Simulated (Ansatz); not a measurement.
# Be2Ga (C15 type): the cost of one run

Computed with Ansatz 0.2.0 (DFT r²SCAN, with the methods named in each step, unless a step's input says otherwise).

1 further run of the same task is left out (it didn't finish).

**1. The system as given**

It takes space group Fd-3m (No. 227, cubic). Conventional cell: a = 6.375 Å, b = 6.375 Å, c = 6.375 Å, α = 90.00°, β = 90.00°, γ = 90.00°. Ga (site symmetry -43m) has 12 Be at 2.64 Å and 4 Ga at 2.76 Å as nearest neighbours. Around Be (site symmetry -3m) lie 6 Be at 2.25 Å.

As a file:

```
CELL_PARAMETERS angstrom
0.00000 3.18740 3.18740
3.18740 0.00000 3.18740
3.18740 3.18740 0.00000
ATOMIC_POSITIONS crystal
Ga 0.12500 0.12500 0.12500
Ga 0.87500 0.87500 0.87500
Be 0.50000 0.50000 0.50000
Be 0.50000 0.50000 0.00000
Be 0.50000 0.00000 0.50000
Be 0.00000 0.50000 0.50000
```

An invented laves-like structure; its stability wasn't tested.

Atoms are numbered in the order of the input: Ga1, Ga2, Be3, Be4, Be5, Be6.

**2. Cell and atoms relaxed, PAW**

input.yaml

```yaml
crystal:
  lattice:
    - [0.0, 3.1874049184, 3.1874049184]
    - [3.1874049184, 0.0, 3.1874049184]
    - [3.1874049184, 3.1874049184, 0.0]
  atoms:
    - { symbol: Ga, position: [0.125, 0.125, 0.125] }
    - { symbol: Ga, position: [-0.125, -0.125, -0.125] }
    - { symbol: Be, position: [0.5, 0.5, 0.5] }
    - { symbol: Be, position: [0.5, 0.5, 0.0] }
    - { symbol: Be, position: [0.5, 0.0, 0.5] }
    - { symbol: Be, position: [0.0, 0.5, 0.5] }
kpoints:
  mp_grid: { grid: [9, 9, 9] }
scf:
  occupations: { method: fermi_dirac, width: 0.05 }
hamiltonian:
  xc: r2scan
  pseudopotentials: { kind: paw }
output:
  forces: true
  stress: true
relax:
  f_tol: 0.005
  max_steps: 50
  cell: {}
```

The run is started by

```console
ansatz run input.yaml --threads 2 --pin off --max-ram 5120MiB --backend cpu --events-out ev --progress --plain --runs-dir out
```

Q: Estimate wall time and peak memory on 2 threads of Arm Neoverse V2, shared host.

About 8.6 s, with a peak of 0.59 GiB.
